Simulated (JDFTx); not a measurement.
HfB: single point with PBE+U

Crystal: HfB.

```
Hf B
1.0
     0.00000    2.31000    2.31000
     2.31000    0.00000    2.31000
     2.31000    2.31000    0.00000
Hf B
1 1
Direct
  0.50000 0.50000 0.50000
  0.00000 0.00000 0.00000
```

```json
{
 "Program": "JDFTx 1.7.0 (patched build)",
 "Task": "single point",
 "Functional": "PBE",
 "Potentials or basis": "PseudoDojo-SR-PBE-0.5-standard with smoothed tails",
 "Cutoff": "1034 eV",
 "Density cutoff": "8272 eV",
 "k mesh": "10 × 10 × 10",
 "Occupations": "fermi-dirac, width 0.05 eV",
 "Spin": "no spin polarisation",
 "Hubbard terms": "Hf d U = 6 eV",
 "Local potential set to -Z/r beyond": "6 bohr",
 "Bands": "13",
 "Density cutoff over wavefunction cutoff": "8",
 "Max SCF steps": "100",
 "SCF threshold on the energy": "1e-09 Ha",
 "Solver of the electrons": "scf",
 "Further solve for the empty bands": "yes",
 "Hubbard projectors": "atomic pseudo-orbitals, not orthogonalised"
}
```

```
Pressure               : 23.2 GPa
Band gap on the k mesh : none (metal or under the smearing width)
Loewdin charges        : Hf +0.51; B -0.48 e
```

Levels at points of the mesh, in eV from the Fermi level:
```
           k point  band 5  band 6  band 7  band 8  band 9  band 10
(0.00, 0.00, 0.00)   -9.20    2.62    2.62    2.62    3.77     3.77
(0.00, 0.00, 0.50)   -4.74   -3.69   -1.90   -1.90    6.96     6.96
(0.00, 0.50, 0.50)   -9.32   -0.74   -0.54    2.73    2.73     6.00
```

Eigenvalues of the final occupation matrices:
```tsv
site	spin	trace	eigenvalues
atom 1 Hf	1	3.02	0.51 0.51 0.51 0.74 0.74
```

Wall time 33 s on 1 thread of Intel(R) Xeon(R) 6975P-C (Granite Rapids), with other jobs on the host, peak memory 0.12 GiB.

Caveat: U without spin polarisation on a metal has little footing; the U is typed as a test and isn't derived for this compound. Spin-orbit coupling is left out, which matters for the levels of Hf.
